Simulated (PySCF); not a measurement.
# NaSb (triplet): edits of the settings

A base run and a few variants of its settings.

The runs use PySCF 2.14.0; method and basis as typed in the scripts.

6 further runs of the same task are left out: 2 for a known fault of the program, 4 that didn't finish.

### Step 1. The starting structure

NaSb (triplet): 2 atoms, charge 0, spin multiplicity 3.

No contacts short enough for the rule that draws bonds.

### Step 2. The run that the others are compared with

Input file input.py:

```python
from pyscf import gto, scf
from pyscf.geomopt.geometric_solver import optimize

mol = gto.M(
    atom='Na 0 0 0; Sb 0 0 3.087',
    basis='crenbl',
    ecp={'Na': 'crenbl', 'Sb': 'crenbl'},
    charge=0,
    spin=2,
    symmetry=True,
    verbose=4,
)
mf = scf.UHF(mol)
mf.kernel()
mol_eq = optimize(mf, maxsteps=30)
print('optimised geometry (angstrom)')
print(mol_eq.tostring('raw'))
print('orbital energies (hartree):', [e[max(0, n-3):n+3].round(4) for e, n in zip(mf.mo_energy, mol.nelec)])
```

The run is started by

```sh
python input.py
```

The log of this run is left out.

In short: at the starting geometry E(SCF) = -128.074005 Eh, 15 cycles, ⟨S²⟩ = 2.360, optimised bond 3.158 Å in 5 steps; the optimisation lowers the energy by 0.002 eV.

⟨S²⟩ = 2.36 against 2.00 for a pure state: the determinant is spin-contaminated. The triplet is typed in the script; nothing here shows that it is the ground state.

### Step 3. DIIS space 2

Edit 1 changes DIIS space: default → 2.

Input file input.py:

```python
from pyscf import gto, scf
from pyscf.geomopt.geometric_solver import optimize

mol = gto.M(
    atom='Na 0 0 0; Sb 0 0 3.087',
    basis='crenbl',
    ecp={'Na': 'crenbl', 'Sb': 'crenbl'},
    charge=0,
    spin=2,
    symmetry=True,
    verbose=4,
)
mf = scf.UHF(mol)
mf.diis_space = 2
mf.kernel()
mol_eq = optimize(mf, maxsteps=30)
print('optimised geometry (angstrom)')
print(mol_eq.tostring('raw'))
print('orbital energies (hartree):', [e[max(0, n-3):n+3].round(4) for e, n in zip(mf.mo_energy, mol.nelec)])
```

The run is started by

```sh
python input.py
```

**Question.** What will these runs give? Wanted: for each run, E(SCF); from base; gap, α spin; after the SCF.

**Answer**, as computed:

```tsv
run	E(SCF) (hartree)	from base (eV)	cycles	gap, α spin (eV)	after the SCF
base	-128.074005	0	15	8.35	bond 3.158 Å, -0.002 eV
DIIS space 2	-128.074005	0.0000	27	8.35	bond 3.158 Å, -0.002 eV
```

SCF columns refer to the geometry typed in the script.

Distance from each run's final energy (log10 hartree) by cycle:

```tsv
run	cycle 1	cycle 2	cycle 3	cycle 5	cycle 8	cycle 12
base	-0.4	-1.2	-2.4	-2.6	-3.8	-7.8
DIIS space 2	-0.4	-1.2	-2.4	-2.6	-3.9	-4.7
```

What this shows: With DIIS space 2 the SCF ends at the base energy. The base needs 15 cycles and the run with DIIS space 2 needs 27.
